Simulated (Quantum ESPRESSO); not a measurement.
# BiTe (R-3m) in Quantum ESPRESSO: further runs, part 3 of 4

Quantum ESPRESSO 7.5. The steps go on from the part before.

**5. Phonons, PBE+D2**

pw.in reads:

```
&CONTROL
  calculation = 'scf'
  prefix = 'pwscf'
  outdir = './tmp'
  pseudo_dir = './pseudo'
  tprnfor = .true.
  tstress = .true.
  disk_io = 'low'
/
&SYSTEM
  ibrav = 0
  celldm(1) = 8
  nat = 2
  ntyp = 2
  ecutwfc = 45
  ecutrho = 360
  nbnd = 17
  occupations = 'smearing'
  smearing = 'mv'
  degauss = 0.01469973
  vdw_corr = 'grimme-d2'
/
&ELECTRONS
  conv_thr = 4d-10
  electron_maxstep = 120
  mixing_beta = 0.5
/
ATOMIC_SPECIES
Bi   208.9804 bi_pbe_v1.uspp.F.UPF
Te   127.6000 te_pbe_v1.uspp.F.UPF
CELL_PARAMETERS alat
  0.5722817713243   0.3304070347278   0.7835966586787
 -0.5722817713243   0.3304070347278   0.7835966586787
  0.0000000000000  -0.6608140694556   0.7835966586787
ATOMIC_POSITIONS crystal
Bi     0.5000000000    0.5000000000    0.5000000000
Te     0.0000000000    0.0000000000    0.0000000000
K_POINTS automatic
5 5 5 0 0 0
```

relax.in reads:

```
&CONTROL
  calculation = 'vc-relax'
  prefix = 'pwscf'
  outdir = './tmp'
  pseudo_dir = './pseudo'
  tprnfor = .true.
  tstress = .true.
  disk_io = 'low'
  nstep = 40
  forc_conv_thr = 0.0001
  etot_conv_thr = 1d-06
/
&SYSTEM
  ibrav = 0
  celldm(1) = 8
  nat = 2
  ntyp = 2
  ecutwfc = 45
  ecutrho = 360
  nbnd = 17
  occupations = 'smearing'
  smearing = 'mv'
  degauss = 0.01469973
  vdw_corr = 'grimme-d2'
/
&ELECTRONS
  conv_thr = 4d-10
  electron_maxstep = 120
  mixing_beta = 0.5
/
&IONS
  ion_dynamics = 'bfgs'
/
&CELL
  cell_dynamics = 'bfgs'
  press = 0
  press_conv_thr = 0.2
/
ATOMIC_SPECIES
Bi   208.9804 bi_pbe_v1.uspp.F.UPF
Te   127.6000 te_pbe_v1.uspp.F.UPF
CELL_PARAMETERS alat
  0.5722817713243   0.3304070347278   0.7835966586787
 -0.5722817713243   0.3304070347278   0.7835966586787
  0.0000000000000  -0.6608140694556   0.7835966586787
ATOMIC_POSITIONS crystal
Bi     0.5000000000    0.5000000000    0.5000000000
Te     0.0000000000    0.0000000000    0.0000000000
K_POINTS automatic
5 5 5 0 0 0
```

scf2.in reads:

```
&CONTROL
  calculation = 'scf'
  prefix = 'pwscf'
  outdir = './tmp'
  pseudo_dir = './pseudo'
  tprnfor = .true.
  tstress = .true.
  disk_io = 'low'
/
&SYSTEM
  ibrav = 0
  celldm(1) = 8
  nat = 2
  ntyp = 2
  ecutwfc = 45
  ecutrho = 360
  nbnd = 17
  occupations = 'smearing'
  smearing = 'mv'
  degauss = 0.01469973
  vdw_corr = 'grimme-d2'
/
&ELECTRONS
  conv_thr = 1d-13
  electron_maxstep = 120
  mixing_beta = 0.5
  startingpot = 'file'
  startingwfc = 'file'
/
ATOMIC_SPECIES
Bi   208.9804 bi_pbe_v1.uspp.F.UPF
Te   127.6000 te_pbe_v1.uspp.F.UPF
CELL_PARAMETERS alat
  0.5767673048358   0.3329967587067   0.7096059980488
 -0.5767673048358   0.3329967587067   0.7096059980488
 -0.0000000000000  -0.6659935174135   0.7096059980488
ATOMIC_POSITIONS crystal
Bi     0.5000000000    0.5000000000    0.5000000000
Te     0.0000000000    0.0000000000    0.0000000000
K_POINTS automatic
5 5 5 0 0 0
```

ph.in reads:

```
phonons of BiTe
&INPUTPH
  prefix = 'pwscf'
  outdir = './tmp'
  tr2_ph = 1d-18
  fildyn = 'dyn'
  niter_ph = 90
  alpha_mix(1) = 0.4
/
0.0000000000 0.0000000000 0.0000000000
```

dynmat.in reads:

```
&INPUT
  fildyn = 'dyn'
  asr = 'crystal'
  filout = 'dynmat.disp'
  fileig = 'dynmat.eig'
/
```

Potentials or basis: GBRV 1.5 PBE.

The run is started by

```sh
$ OMP_NUM_THREADS=1 pw.x -in pw.in > pw.out
$ OMP_NUM_THREADS=1 pw.x -in relax.in > relax.out
$ OMP_NUM_THREADS=1 pw.x -in scf2.in > scf2.out
$ OMP_NUM_THREADS=1 ph.x -in ph.in > ph.out
$ OMP_NUM_THREADS=1 dynmat.x -in dynmat.in > dynmat.out
```

pw.out:

```text
This program is part of the open-source Quantum ESPRESSO suite
     for quantum simulation of materials; please cite
[... 9 lines left out ...]
     --------------------
     sticks:   dense  smooth     PW     G-vecs:    dense   smooth      PW
     Sum        1779     895    265                52429    18591    3069

     Using Slab Decomposition

     bravais-lattice index     =            0
     lattice parameter (alat)  =       8.0000  a.u.
     unit-cell volume          =     455.1693 (a.u.)^3
     number of atoms/cell      =            2
     number of atomic types    =            2
     number of electrons       =        21.00
     number of Kohn-Sham states=           17
     kinetic-energy cutoff     =      45.0000  Ry
     charge density cutoff     =     360.0000  Ry
     scf convergence threshold =      4.0E-10
     mixing beta               =       0.5000
     number of iterations used =            8  plain     mixing
     Exchange-correlation= SLA  PW   PBE  PBE
                           (   1   4   3   4   0   0   0)

     celldm(1)=   8.000000  celldm(2)=   0.000000  celldm(3)=   0.000000
     celldm(4)=   0.000000  celldm(5)=   0.000000  celldm(6)=   0.000000

     crystal axes: (cart. coord. in units of alat)
               a(1) = (   0.572282   0.330407   0.783597 )
               a(2) = (  -0.572282   0.330407   0.783597 )
               a(3) = (   0.000000  -0.660814   0.783597 )

     reciprocal axes: (cart. coord. in units 2 pi/alat)
               b(1) = (  0.873695  0.504428  0.425389 )
               b(2) = ( -0.873695  0.504428  0.425389 )
               b(3) = (  0.000000 -1.008857  0.425389 )

     PseudoPot. # 1 for Bi read from file:
     bi_pbe_v1.uspp.F.UPF
     Pseudo is Ultrasoft + core correction, Zval = 15.0
     Generated by new atomic code, or converted to UPF format
     Using radial grid of  899 points,  6 beta functions with:
                l(1) =   0
                l(2) =   0
                l(3) =   1
                l(4) =   1
                l(5) =   2
                l(6) =   2
     Q(r) pseudized with  6 coefficients,  rinner =    1.000   1.000   1.000
                                                       1.000   1.000

     PseudoPot. # 2 for Te read from file:
     te_pbe_v1.uspp.F.UPF
     Pseudo is Ultrasoft + core correction, Zval =  6.0
     Generated by new atomic code, or converted to UPF format
     Using radial grid of  891 points,  5 beta functions with:
                l(1) =   0
                l(2) =   0
                l(3) =   1
                l(4) =   1
                l(5) =   2
     Q(r) pseudized with  6 coefficients,  rinner =    1.800   1.800   1.800
                                                       1.800   1.800

     atomic species   valence    mass     pseudopotential
     Bi               15.00   208.98040     Bi( 1.00)
     Te                6.00   127.60000     Te( 1.00)

     12 Sym. Ops., with inversion, found

   Cartesian axes

     site n.     atom                  positions (alat units)
         1        Bi     tau(   1) = (   0.0000000   0.0000000   1.1753950  )
         2        Te     tau(   2) = (   0.0000000   0.0000000   0.0000000  )

     -------------------------------------------------
     Parameters for Dispersion (Grimme-D2) Correction:
     -------------------------------------------------
       atom      VdW radius       C_6

        Bi         3.586       2204.274
        Te         3.575       1101.101

     number of k points=    19  Marzari-Vanderbilt smearing, width (Ry)=  0.0147
                       cart. coord. in units 2pi/alat
        k(    1) = (   0.0000000   0.0000000   0.0000000), wk =   0.0160000
        k(    2) = (   0.0000000  -0.2017713   0.0850778), wk =   0.0960000
        k(    3) = (   0.0000000  -0.4035427   0.1701556), wk =   0.0960000
        k(    4) = (  -0.1747391  -0.1008857   0.1701556), wk =   0.0960000
        k(    5) = (  -0.1747391  -0.3026570   0.2552333), wk =   0.1920000
        k(    6) = (  -0.1747391   0.5044283  -0.0850778), wk =   0.1920000
[... 11 lines left out ...]
        k(   18) = (  -0.0000000  -0.0000000   0.5104667), wk =   0.0320000
        k(   19) = (  -0.0000000   0.8070853   0.1701556), wk =   0.0960000

     Dense  grid:    52429 G-vectors     FFT dimensions: (  50,  50,  50)

     Smooth grid:    18591 G-vectors     FFT dimensions: (  36,  36,  36)

     Initial potential from superposition of free atoms

     starting charge      19.9997, renormalised to      21.0000

     negative rho (up, down):  4.336E-02 0.000E+00
     Starting wfcs are   13 randomized atomic wfcs +    4 random wfcs

     Self-consistent Calculation

     iteration #  1     ecut=    45.00 Ry     beta= 0.50
     Davidson diagonalization with overlap
     ethr =  1.00E-02,  avg # of iterations =  7.3

     negative rho (up, down):  4.043E-02 0.000E+00

     total energy              =    -211.72853624 Ry
     estimated scf accuracy    <       0.48173936 Ry

     iteration #  2     ecut=    45.00 Ry     beta= 0.50
     Davidson diagonalization with overlap
     ethr =  2.29E-03,  avg # of iterations =  2.0

     negative rho (up, down):  4.152E-02 0.000E+00

     total energy              =    -211.83832564 Ry
     estimated scf accuracy    <       0.05251203 Ry
[... 46 lines left out ...]
     iteration #  8     ecut=    45.00 Ry     beta= 0.50
     Davidson diagonalization with overlap
     ethr =  1.11E-10,  avg # of iterations =  2.4

     negative rho (up, down):  4.210E-02 0.000E+00

     total energy              =    -211.84901118 Ry
     estimated scf accuracy    <          1.1E-09 Ry

     iteration #  9     ecut=    45.00 Ry     beta= 0.50
     Davidson diagonalization with overlap
     ethr =  5.01E-12,  avg # of iterations =  3.7

     negative rho (up, down):  4.210E-02 0.000E+00

     End of self-consistent calculation

          k = 0.0000 0.0000 0.0000 (  2335 PWs)   bands (ev):

   -14.7133 -14.7133 -14.7058 -14.7058 -14.7046  -4.9644   0.2341   5.6202
     5.6202   6.9277  10.4314  11.0984  11.0984  12.5541  12.5541  14.7447
    15.1582

          k = 0.0000-0.2018 0.0851 (  2320 PWs)   bands (ev):

   -14.7144 -14.7104 -14.7062 -14.7055 -14.7034  -4.6257  -0.5610   5.8399
     6.0732   6.8342   9.3311   9.8530  10.1272  13.1276  13.3742  15.2375
    16.4462

          k = 0.0000-0.4035 0.1702 (  2339 PWs)   bands (ev):

   -14.7170 -14.7092 -14.7065 -14.7044 -14.6983  -3.6485  -2.1485   6.4480
     6.5916   7.2630   7.8824   8.2417   9.0295  14.4755  14.7102  16.4363
    17.5506

          k =-0.1747-0.1009 0.1702 (  2315 PWs)   bands (ev):

   -14.7143 -14.7087 -14.7077 -14.7045 -14.7031  -4.4966  -0.5369   4.9634
     5.9528   6.7401   8.4251  10.8891  11.3270  12.1036  14.4092  15.2500
    15.5806

          k =-0.1747-0.3027 0.2552 (  2314 PWs)   bands (ev):

   -14.7171 -14.7090 -14.7072 -14.7030 -14.6981  -3.7617  -1.5818   5.0659
     5.1733   5.9456   9.5790  10.0210  10.9585  12.1482  15.6915  16.7964
    17.6954

          k =-0.1747 0.5044-0.0851 (  2325 PWs)   bands (ev):

   -14.7170 -14.7085 -14.7066 -14.7033 -14.6983  -3.0347  -2.5577   4.3251
     6.0896   6.5074   8.7613   9.5817  10.8863  13.6263  15.2411  17.0322
    17.8523

          k =-0.1747 0.3027 0.0000 (  2318 PWs)   bands (ev):

   -14.7142 -14.7099 -14.7057 -14.7045 -14.7027  -4.1084  -1.3711   4.6603
     7.0803   7.2217   8.3797   8.4444  11.3844  14.1772  14.6939  15.7623
    16.2519

          k =-0.3495-0.2018 0.3403 (  2325 PWs)   bands (ev):

   -14.7209 -14.7117 -14.7052 -14.6983 -14.6960  -3.4353  -1.3520   3.4914
     4.1640   5.3369  11.0265  11.4423  12.0053  12.0891  16.7144  16.8234
    18.1723

          k =-0.3495 0.6053 0.0000 (  2316 PWs)   bands (ev):
[... 35 lines left out ...]
          k =-0.1747 0.7062 0.0851 (  2324 PWs)   bands (ev):

   -14.7175 -14.7091 -14.7072 -14.6999 -14.6965  -2.9233  -2.0675   3.7824
     4.0667   6.4370   8.1957  11.1216  11.8946  12.9651  16.1402  17.3069
    17.5636

          k =-0.1747 0.5044 0.1702 (  2315 PWs)   bands (ev):

   -14.7171 -14.7079 -14.7062 -14.7039 -14.6972  -3.0696  -2.1374   3.9420
     4.1379   6.6404   8.8935  11.5949  12.0900  13.4363  14.4737  17.1424
    17.8785

          k = 0.5242 0.3027-0.2552 (  2335 PWs)   bands (ev):

   -14.7194 -14.7083 -14.7075 -14.6992 -14.6959  -2.9457  -1.8691   3.2051
     4.4054   5.1356  10.3674  10.8210  12.4796  12.7162  16.5799  17.4197
    18.4133

          k =-0.0000-0.0000 0.5105 (  2303 PWs)   bands (ev):

   -14.7137 -14.7137 -14.7065 -14.6969 -14.6969  -3.3664  -1.7340   5.9991
     5.9991   6.3684   7.1913   7.6095   7.6095  15.0768  16.3141  16.3141
    18.7398

          k =-0.0000 0.8071 0.1702 (  2327 PWs)   bands (ev):

   -14.7154 -14.7127 -14.7057 -14.6974 -14.6966  -2.7353  -2.2814   4.1734
     5.4363   5.5965   8.1881   8.4092  10.2286  15.2709  15.8001  16.4738
    19.0861

     the Fermi energy is     8.4508 ev

!    total energy              =    -211.84901118 Ry
     estimated scf accuracy    <          4.5E-11 Ry
     smearing contrib. (-TS)   =      -0.00000465 Ry
     internal energy E=F+TS    =    -211.84900653 Ry

     The total energy is F=E-TS. E is the sum of the following terms:
     one-electron contribution =     -60.03179081 Ry
     hartree contribution      =      41.41861421 Ry
     xc contribution           =     -79.01589090 Ry
     ewald contribution        =    -114.15543401 Ry
     Dispersion Correction     =      -0.06450503 Ry

     convergence has been achieved in   9 iterations

     negative rho (up, down):  4.210E-02 0.000E+00

     Forces acting on atoms (cartesian axes, Ry/au):

     atom    1 type  1   force =    -0.00000000   -0.00000000    0.00000000
     atom    2 type  2   force =    -0.00000000   -0.00000000    0.00000000

     Total force =     0.000000     Total SCF correction =     0.000000

     Computing stress (Cartesian axis) and pressure

     negative rho (up, down):  4.210E-02 0.000E+00
          total   stress  (Ry/bohr**3)                   (kbar)     P=      -29.72
  -0.00017881  -0.00000000  -0.00000000          -26.30       -0.00       -0.00
   0.00000000  -0.00017881   0.00000000            0.00      -26.30        0.00
   0.00000000  -0.00000000  -0.00024851            0.00       -0.00      -36.56

=------------------------------------------------------------------------------=
   JOB DONE.
=------------------------------------------------------------------------------=
```

Run time: 7.4 min. Hardware: 1 thread of Arm Neoverse V1, shared host; peak memory 0.23 GiB.

What came out:

```yaml
Free_energy: -2882.4250 eV
Relaxed_volume: 31.02 Å³/atom
Relaxed_cell: a = 4.120 Å, b = 4.120 Å, c = 4.120 Å, α = 72.69°, β = 72.69°, γ = 72.69°
Space_group_after_relaxing_to_0.05_Å: R-3m (No. 166)
Pressure_after_relaxing: 0.0 GPa
Band_gap_on_the_k_mesh: none (metal or under the smearing width)
Highest_phonon_frequency_at_Γ: 91 cm⁻¹
```

The path:
```tsv
step	energy change (eV)	largest force (eV/Å)	pressure (GPa)	volume (Å³)
1	0.0000	0.0000	-2.97	67.45
2	-0.0176	0.0000	-2.38	66.43
3	-0.0357	0.0000	-1.49	65.06
4	-0.0486	0.0000	-0.16	63.27
5	-0.0517	0.0000	0.44	62.51
6	-0.0555	0.0000	0.82	61.98
7	-0.0603	0.0000	1.00	61.64
8	-0.0674	0.0000	0.95	61.45
9	-0.0728	0.0000	0.42	61.68
10	-0.0734	0.0000	0.10	61.93
11	-0.0734	0.0000	0.01	62.02
12	-0.0734	0.0000	0.00	62.04
```

Final structure:
```cif
data_structure
_symmetry_space_group_name_H-M 'P 1'
_symmetry_Int_Tables_number 1
_cell_length_a 4.1199
_cell_length_b 4.1199
_cell_length_c 4.1199
_cell_angle_alpha 72.692
_cell_angle_beta 72.692
_cell_angle_gamma 72.692
_cell_volume 62.04
loop_
_atom_site_label
_atom_site_type_symbol
_atom_site_fract_x
_atom_site_fract_y
_atom_site_fract_z
_atom_site_occupancy
Bi1 Bi 0.50000 0.50000 0.50000 1
Te1 Te 0.00000 0.00000 0.00000 1
```

Levels at points of the mesh, in eV from the Fermi level:
```tsv
k point	band 8	band 9	band 10	band 11	band 12	band 13
(0.00, 0.00, 0.00)	-3.23	-3.23	-1.36	2.09	3.19	3.19
```

Phonon frequencies in cm⁻¹ (negative: imaginary):
| q point | frequencies |
| --- | --- |
| (0.000, 0.000, 0.000) | -1 -1 -1 91 91 91 |

Optical modes at Γ, degenerate ones joined:
```csv
cm⁻¹,components,symmetry,active in
91,1,A2u,IR
91,2,Eu,IR
```

Caveat: the k mesh is coarse; the mesh is thin for the phonons of a metal; spin-orbit coupling is left out, which moves the levels of the heavy elements; pairwise dispersion overbinds metals, which lowers pressure and volume.

(Continued in part 4 of 4.)
